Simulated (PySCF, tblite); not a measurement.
# C₉H₁₀O: excited states

Wanted: excited states for C₉H₁₀O (`Cc1cccc(C=O)c1C`).

Computed with tblite 0.8.0 and PySCF 2.14.0 and routines of our own; the level stands in each step. Atoms count from 0.

## Step 1: The system as given

20 atoms, charge 0, multiplicity 1; geometry from: force field or distance geometry start.

## Step 2: Geometry optimisation with GFN2-xTB

What the job is given:

```
{"job": {"kind": "relax", "xc": "GFN2-xTB", "basis": "xTB"}, "charge": 0, "multiplicity": 1}
C     -2.424400    -0.460500     0.129900
C     -1.098900     0.232000     0.037800
C     -1.061100     1.629600     0.016400
C      0.131200     2.338100    -0.072200
C      1.331400     1.630200    -0.099700
C      1.330500     0.230200    -0.076700
C      2.656100    -0.445500    -0.127700
O      3.717100     0.176700    -0.187200
C      0.128200    -0.497900     0.004900
C      0.133600    -2.003200     0.043200
H     -2.500900    -1.057000     1.043900
H     -2.591200    -1.100800    -0.742000
H     -3.261100     0.266300     0.164900
H     -1.995600     2.198600     0.043400
H      0.129800     3.426000    -0.087500
H      2.266600     2.184300    -0.154800
H      2.664600    -1.545200    -0.095100
H     -0.860800    -2.449100     0.099200
H      0.602300    -2.391500    -0.865600
H      0.697400    -2.350600     0.922000
```

On the command line:

```console
OMP_NUM_THREADS=1 python excited_run.py task.json out
```

One launch serves the whole session: the jobs run in the order shown.

Output:

```text
step      E/eV     max force
  0    -772.96456    1.766
  1    -773.00004    2.055
  2    -773.03241    0.272
  3    -773.04248    0.231
  4    -773.05410    0.197
  5    -773.05786    0.144
  6    -773.06120    0.121
  7    -773.06401    0.115
  8    -773.06514    0.055
  9    -773.06549    0.038
 10    -773.06569    0.047
 11    -773.06588    0.044
 12    -773.06602    0.026
 13    -773.06610    0.019
 14    -773.06617    0.022
 15    -773.06624    0.025
 16    -773.06633    0.024
 17    -773.06641    0.020
 18    -773.06646    0.014
 19    -773.06649    0.013
 20    -773.06651    0.012
 21    -773.06653    0.009
```

It took 0.16 s on 1 thread of Arm Neoverse V1, shared host.

Step by step:

| step | energy from step 0 (eV) | largest force (eV/Å) |
| --- | --- | --- |
| 0 | 0.0000 | 1.7661 |
| 1 | -0.0355 | 2.0553 |
| 2 | -0.0679 | 0.2717 |
| 3 | -0.0779 | 0.2313 |
| 4 | -0.0895 | 0.1973 |
| 5 | -0.0933 | 0.1437 |
| 6 | -0.0966 | 0.1210 |
| 7 | -0.0995 | 0.1151 |
| 8 | -0.1006 | 0.0549 |
| 9 | -0.1009 | 0.0379 |
| 10 | -0.1011 | 0.0467 |
| 11 | -0.1013 | 0.0444 |
| 12 | -0.1015 | 0.0260 |
| 13 | -0.1015 | 0.0186 |
| 14 | -0.1016 | 0.0220 |
| 15 | -0.1017 | 0.0245 |
| 16 | -0.1018 | 0.0240 |
| 17 | -0.1019 | 0.0198 |
| 18 | -0.1019 | 0.0144 |
| 19 | -0.1019 | 0.0132 |
| 20 | -0.1019 | 0.0123 |
| 21 | -0.1020 | 0.0093 |

Close pairs (by a distance rule), those that changed most:

```csv
bond,before (Å),after (Å),change (Å)
C1–C8,1.428,1.398,-0.030
C6–O7,1.231,1.207,-0.024
C0–H12,1.109,1.087,-0.022
C5–C6,1.489,1.468,-0.020
C3–C4,1.394,1.377,-0.017
C2–H13,1.094,1.081,-0.014
C9–H19,1.100,1.089,-0.011
C4–H15,1.088,1.080,-0.009
```

The final coordinates are the input of the step that follows.

## Step 3: Vibrational analysis with GFN2-xTB

What the job is given:

```
{"job": {"kind": "ir", "xc": "GFN2-xTB", "basis": "xTB"}, "charge": 0, "multiplicity": 1}
C     -2.411936    -0.461680     0.130913
C     -1.081238     0.229836     0.047586
C     -1.057178     1.619755     0.011737
C      0.131486     2.324978    -0.062721
C      1.320364     1.631640    -0.103659
C      1.326522     0.235436    -0.071079
C      2.638770    -0.421728    -0.121178
O      3.695023     0.159304    -0.186830
C      0.120706    -0.482675     0.005080
C      0.132832    -1.984341     0.041107
H     -2.479720    -1.069093     1.032425
H     -2.570820    -1.107952    -0.731335
H     -3.214252     0.271297     0.156071
H     -1.993132     2.159147     0.043422
H      0.121735     3.403954    -0.087681
H      2.270475     2.141094    -0.161766
H      2.618701    -1.525920    -0.095242
H     -0.871045    -2.389757     0.100484
H      0.605346    -2.382611    -0.856016
H      0.692213    -2.340007     0.905647
```

Output:

```text
mode    cm-1     km/mol
  1      48.6      4.10
  2      70.5      7.34
  3     144.8      0.48
  4     191.7      0.71
  5     195.6      1.08
  6     217.3      4.63
  7     272.4      4.71
  8     350.3      0.54
  9     365.6      3.35
 10     447.4      2.70
 11     462.4      0.60
 12     486.9      0.13
 13     505.6      2.74
 14     587.8      7.63
 15     663.1      0.58
 16     763.6     21.09
 17     791.1     14.37
 18     806.7      1.27
 19     904.9      0.67
 20     915.4     14.75
 21     922.9      0.11
 22     927.0      0.01
 23    1013.2      6.46
 24    1020.9     15.77
 25    1030.9      0.49
 26    1068.4      2.15
 27    1121.3      4.16
 28    1186.4      1.34
 29    1199.9      2.88
 30    1239.3     54.47
 31    1274.9     65.45
 32    1319.6      3.08
 33    1393.5     31.42
 34    1399.3     16.01
 35    1404.5      7.17
 36    1436.8     21.61
 37    1459.9     14.88
 38    1477.7     10.62
 39    1488.6     10.86
 40    1500.0      0.02
 41    1506.6      5.39
 42    1578.8     20.31
 43    1585.8     32.60
 44    1730.3    391.38
 45    2798.9    107.76
 46    3008.4     35.57
 47    3008.8      9.32
 48    3016.6     25.12
 49    3017.9      9.21
 50    3047.5     21.41
 51    3074.7     25.37
 52    3083.7     13.46
 53    3090.0     23.94
 54    3099.9     29.07
```

Run time: 0.79 s. Hardware: 1 thread of Arm Neoverse V1, shared host.

The strongest bands and the atoms that carry them (share of the mass-weighted mode):

```csv
cm⁻¹,km/mol,atoms
1239,54.5,"H13 24 %, C5 22 %, H15 16 %, H14 12 %"
1275,65.5,"C1 25 %, H13 19 %, C5 17 %"
1394,31.4,H16 69 %
1586,32.6,"C2 26 %, C4 21 %, C1 18 %, C5 17 %"
1730,391.4,"C6 59 %, O7 39 %"
2799,107.8,H16 94 %
3008,35.6,"H19 42 %, H18 38 %"
3100,29.1,"H15 59 %, H14 31 %"
```

## Step 4: Excited states: TDA CAM-B3LYP/def2-SVP

Settings changed since step 3:

```diff
@@ -1,2 +1,2 @@
-{"job": {"kind": "ir", "xc": "GFN2-xTB", "basis": "xTB"}, "charge": 0, "multiplicity": 1}
+{"job": {"kind": "states", "xc": "CAM-B3LYP", "basis": "def2-SVP", "tda": true, "soc": true, "nstates": 5, "ntriplets": 4, "nquad": 4}, "charge": 0, "multiplicity": 1}
 C     -2.411936    -0.461680     0.130913
```

Level: TDA CAM-B3LYP/def2-SVP excited states, vertical, gas phase, spin-orbit mean-field couplings.

Output:

```text
coarse grid: 17064 points
cycle   1  E = -423.4143005844  dE =  1.995e+00  |g| = 8.230e-01  |ddm| = 5.439e+00
cycle   2  E = -423.1790134822  dE =  2.353e-01  |g| = 1.418e+00  |ddm| = 3.144e+00
cycle   3  E = -423.5640162278  dE = -3.850e-01  |g| = 8.771e-02  |ddm| = 2.166e+00
cycle   4  E = -423.5657119446  dE = -1.696e-03  |g| = 4.906e-02  |ddm| = 1.711e-01
cycle   5  E = -423.5663205465  dE = -6.086e-04  |g| = 1.156e-02  |ddm| = 8.212e-02
cycle   6  E = -423.5663520165  dE = -3.147e-05  |g| = 4.946e-03  |ddm| = 2.115e-02
cycle   7  E = -423.5663598069  dE = -7.790e-06  |g| = 1.353e-03  |ddm| = 9.594e-03
final grid: 165800 points
cycle   8  E = -423.6589147622  dE = -4.791e-05  |g| = 4.574e-03  |ddm| = 4.711e-02
cycle   9  E = -423.6589142442  dE =  5.180e-07  |g| = 5.278e-03  |ddm| = 1.203e-02
cycle  10  E = -423.6589201565  dE = -5.912e-06  |g| = 1.096e-03  |ddm| = 7.111e-03
cycle  11  E = -423.6589203872  dE = -2.307e-07  |g| = 2.218e-04  |ddm| = 1.257e-03
cycle  12  E = -423.6589203973  dE = -1.010e-08  |g| = 1.108e-04  |ddm| = 4.507e-04
cycle  13  E = -423.6589204008  dE = -3.478e-09  |g| = 2.188e-05  |ddm| = 1.634e-04
cycle  14  E = -423.6589204010  dE = -2.213e-10  |g| = 9.252e-06  |ddm| = 6.152e-05
converged SCF energy = -423.6589204010

Singlet excitations
state   eV       nm        f     d(h-e)  d(exc)  Lambda  PR(NTO)  |dmu|/D   mu/D   main configurations
  1   3.8047   325.9   0.00007   0.986   2.528   0.456   1.005    2.503    1.874   H-2->L 0.90, H-2->L+2 0.08
  2   4.8876   253.7   0.04352   0.910   3.105   0.595   1.462    2.469    5.903   H->L 0.78, H-1->L+1 0.18
  3   5.5648   222.8   0.24546   0.920   3.048   0.752   1.289    2.480    5.777   H-1->L 0.85, H->L+1 0.09
  4   6.8312   181.5   0.00035   2.715   3.829   0.177   1.050    7.057    4.676   H-2->L+1 0.94
  5   6.8488   181.0   0.32008   0.750   3.180   0.639   1.943                     H-1->L+1 0.56, H->L+2 0.15, H->L 0.15

Triplet excitations (Tamm-Dancoff)
state   eV     d(h-e)  d(exc)  Lambda  PR(NTO)   main configurations
  1   3.2292   0.907   2.435   0.454   1.005   H-2->L 0.87, H-2->L+2 0.11
  2   3.5367   0.327   2.745   0.757   1.309   H-1->L 0.81, H->L+1 0.10
  3   3.9618   0.876   3.003   0.583   1.037   H->L 0.91
  4   4.5742   0.133   2.681   0.867   1.291   H->L+1 0.85, H-1->L 0.11
S1 - T1 = 0.5755 eV

Spin-orbit couplings |<S|Hso|T>| (cm-1)
             T1       T2       T3       T4
S0       50.848    0.019    0.018    0.022
S1        0.116   18.597    1.023    8.505
S2        0.869    0.004    0.003    0.038
S3       16.305    0.002    0.016    0.008
S4        1.984    0.870    1.748    1.616
S5        0.567    0.047    0.012    0.052
T1 sublevels (cm-1): 0.000 0.000 0.230   radiative rates (1/s): 0.000514 0.124 713
```

Wall time 56 s (1 thread of Arm Neoverse V1, shared host); peak memory 0.87 GiB.

Key values:

```csv
quantity,value
S1 less T1,0.58 eV
```

Orbitals, density, ELF and potential are computed afterwards from the orbital file.

Frontier orbitals at CAM-B3LYP/def2-SVP, with the share of their density that lies nearest to each atom:

| orbital | energy (eV) | lies on |
| --- | --- | --- |
| HOMO | -8.31 | C1, C4 about 23 % each; C3, C8 about 17 % each |
| LUMO | -0.53 | C6 20 %; O7 19 %; C2, C5, C8 about 11 % each |

ELF in a plane through or near 16 of the atoms.

Ten even steps from '0' (0.00) to '9' (1.00):
```
0000000000000000000000000000
0000000000000000000000000000
0000000000026510000000000000
0000000000199980000000000000
0000000000199980057400000000
0000002883048652899930000000
0000007999581685899700000000
0000000999427571263027500000
0001465015892038742799960000
0003799415236474587699830000
0006853739639339582734100000
0006887265525354024661000000
0001310899404536710110000000
0000000999306219992000000000
0000001895005547996000000000
0000000000000001440000000000
0000000000000000000000000000
0000000000000000000000000000
0000000000000000000000000000
0000000000000000000000000000
```
The map spans 12.6 Å across and 11.9 Å up, centred on the molecule. Atoms in the plane (x, y in Å): C0 (2.5, -0.2), C1 (1.0, 0.4), C2 (0.9, 1.7), C3 (-0.4, 2.3), C4 (-1.5, 1.5), C5 (-1.3, 0.1), C6 (-2.6, -0.7), O7 (-3.7, -0.3), C8 (-0.1, -0.5), C9 (0.1, -2.0), H12 (3.2, 0.6), H13 (1.7, 2.4), H14 (-0.5, 3.4), H15 (-2.5, 1.9), H16 (-2.4, -1.8), H17 (1.1, -2.3).

On the surface of density 0.002 e/bohr³ the electrostatic potential runs, from the 1st to the 99th percentile, from -1.71 V near O7 to 0.88 V near H13.

## Step 5: What came out

| quantity | value |
| --- | --- |
| strongest single infrared mode (GFN2-xTB) | 1730 cm⁻¹, 391 km/mol |
| zero-point energy (GFN2-xTB) | 101.1 kcal/mol |
| S1 less T1 (step 4, TDA CAM-B3LYP/def2-SVP) | 0.58 eV |
| potential on the surface of density 0.002 e/bohr³, 1st and 99th percentile | -1.71 V and 0.88 V |

**Reading.** No mode is imaginary among the 54: a minimum at this level. The strongest single mode, at 1730 cm⁻¹, moves mainly C6 and O7. Unscaled tight-binding wavenumbers are off by several per cent, some by more. Its intensities can rank the bands wrongly. In step 4, the number of triplets below S1 is 2, and the largest singlet-triplet spin-orbit coupling is S0–T1, 50.85 cm⁻¹. By nearest atom (CAM-B3LYP/def2-SVP), the HOMO sits on C1, C4 about 23 % each; C3, C8 about 17 % each and the LUMO on C6 20 %; O7 19 %.
